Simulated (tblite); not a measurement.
# F2H3PSe: the cost of one run

Computed with tblite 0.8.0 and PySCF 2.14.0; each step states its level. No surroundings beyond the atoms listed, unless a continuum is named. Atoms count from 0, parts from 1.

## 1. The system as given

7 atoms, charge 0, multiplicity 1; geometry: rigid parts in contact. Parts: 1 = atoms 0–2, `F[Se]F`, charge 0; 2 = atoms 3–6, `P`, charge 0.

## 2. Docking the parts with GFN2-xTB

The job: settings as JSON, then the geometry in Å.

```
{"job": {"kind": "dock", "xc": "GFN2-xTB", "basis": "xTB"}, "charge": 0, "multiplicity": 1, "parts": [{"atoms": "0-2", "charge": 0, "multiplicity": 1}, {"atoms": "3-6", "charge": 0, "multiplicity": 1}]}
F     -1.056576     0.609115     0.644382
Se     0.524854     0.583596    -0.200247
F      0.531723    -1.192711    -0.444135
P     -0.789027     3.142495     1.518246
H     -2.057718     2.891277     1.017720
H     -1.191564     4.340289     2.089584
H     -1.048468     2.436062     2.683018
```

Level: GFN2-xTB search for minima from random contacts, gas phase.

The run is started by

```
$ OMP_NUM_THREADS=1 python cluster_run.py task.json out
```

One launch serves the whole session: the jobs run in the order shown.

Q: Estimate the wall time of this first job on 1 thread of Arm Neoverse V1, shared host.

About 8.2 s.
